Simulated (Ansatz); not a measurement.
# Be (Beryllium): the cost of one run

Method: DFT PBE+D3(BJ), scalar-relativistic, plane waves, PAW, in Ansatz 0.2.0.

2 further runs of the same task are left out: 2 set aside as unsound or not needed.

## (1) The starting structure

The structure is hexagonal, space group P6_3/mmc (No. 194). The conventional cell has a = 2.214 Å, b = 2.214 Å, c = 3.500 Å, α = 90.00°, β = 90.00°, γ = 120.00°. Be (site symmetry -6m2) has 12 Be at 2.17 to 2.21 Å as nearest neighbours.

Structure file:

```
CELL_PARAMETERS angstrom
2.21422 0.00000 0.00000
-1.10711 1.91757 0.00000
0.00000 0.00000 3.50000
ATOMIC_POSITIONS crystal
Be 0.33333 0.66667 0.25000
Be 0.66667 0.33333 0.75000
```

This cell was relaxed beforehand with the same method: volume 7.43 Å³/atom, gap on the mesh none (metal).

## (2) Bands, states and charges

Input file input.yaml:

```yaml
crystal:
  lattice:
    - [2.2142215394, 0.0, 0.0]
    - [-1.1071107697, 1.9175721027, 0.0]
    - [0.0, 0.0, 3.5000027207]
  atoms:
    - { symbol: Be, position: [0.3333333333, 0.6666666667, 0.25] }
    - { symbol: Be, position: [0.6666666667, 0.3333333333, 0.75] }
basis:
  ecutwfc: 420
kpoints:
  mp_grid: { grid: [21, 21, 12] }
  band_path:
    path:
      - [[0.0, 0.0, 0.0], [0.5, 0.0, 0.0], [0.33333333, 0.33333333, 0.0], [0.0, 0.0, 0.0], [0.0, 0.0, 0.5], [0.5, 0.0, 0.5], [0.33333333, 0.33333333, 0.5], [0.0, 0.0, 0.5]]
      - [[0.5, 0.0, 0.5], [0.5, 0.0, 0.0]]
      - [[0.33333333, 0.33333333, 0.5], [0.33333333, 0.33333333, 0.0]]
    npoints: 14
hamiltonian:
  xc: pbe
  dispersion: d3bj
scf:
  occupations: { method: gaussian, width: 0.1 }
  n_extra_bands: 6
output:
  forces: true
  stress: true
  eigenvalues: true
  populations: true
  dos: { projected: true, de: 0.02, nscf_kmesh: { grid: [32, 32, 18] } }
  bader: true
  write_density: true
  write_potential: true
  elf: true
  volumetric_format: npy
```

Started as:

```bash
> ansatz run input.yaml --threads 1 --pin off --max-ram 2560MiB --backend cpu --events-out ev --progress --plain --runs-dir out
```

Q: Estimate wall time and peak memory on 1 thread of an x86-64 CPU, shared host.

About 59 s, with a peak of 0.48 GiB.
